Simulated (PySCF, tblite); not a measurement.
# CH₃FSSi (triplet), a cluster model of a defect: EPR parameters

Aim: the EPR parameters of `F[C]S[SiH3]`. It is drawn as: twofold C.

Computed with tblite 0.8.0 and PySCF 2.14.0; each step states its level. No surroundings beyond the atoms listed, unless a continuum is named. Atoms count from 0, parts from 1.

## (1) Starting point

7 atoms, charge 0, multiplicity 3; geometry: distance geometry start.

## (2) Relaxing the cluster with GFN2-xTB

The job: settings as JSON, then the geometry in Å.

```
{"job": {"kind": "relax", "xc": "GFN2-xTB", "basis": "xTB"}, "charge": 0, "multiplicity": 3}
C      2.087755    -0.598708     0.271799
F      2.230804     0.707205    -0.109288
S      0.613865    -1.260972    -0.571264
Si    -0.999518     0.032536    -0.007624
H     -1.460358    -0.350056     1.348038
H     -2.082564     0.082277    -0.990157
H     -0.400538     1.384744     0.101016
```

Method: GFN2-xTB geometry optimisation, gas phase.

Started as:

```sh
$ OMP_NUM_THREADS=1 python cluster_run.py task.json out
```

One launch serves the whole session: the jobs run in the order shown.

**Question.** The jobs that follow are: PBE0-D3(BJ)/def2-SVP geometry optimisation, gas phase; UKS B3LYP, IGLO-III on C F S Si, pcH-1 on H, non-relativistic, mean-field spin-orbit, GIAO; UKS BHandHLYP, IGLO-III on C F S Si, pcH-1 on H, non-relativistic, mean-field spin-orbit, GIAO. Predict: point group; rotational constants (main isotopes); D, E (B3LYP); g(iso) (B3LYP); ⟨S²⟩; largest a(iso).

**Answer**, as computed:

| quantity | value |
| --- | --- |
| point group | C1 |
| rotational constants (main isotopes) | 8.91, 2.52, 2.08 GHz |
| D, E (B3LYP) | 1.609, 0.105 cm⁻¹ |
| g(iso) (B3LYP) | 2.00296 |
| ⟨S²⟩ | 2.008 (exact 2.00) |
| largest a(iso) | 13C on C0, 398.5 MHz |

What this shows: Relaxing lowered the energy by 0.084 eV in 4 steps; the close pair that moved most is Si3–H6, from 1.445 to 1.490 Å (PBE0/def2-SVP). No frequency check was run at this level, so the end point may be a saddle. C0 carries the largest spin population, 1.60 e. The isotropic g lies 0.6 ppt above the free-electron value. The coupling of 13C on C0 runs from 398.5 (B3LYP/IGLO-III+pcH-1) to 430.8 MHz (BHandHLYP/IGLO-III+pcH-1). The triplet was assumed; the singlet may lie lower.
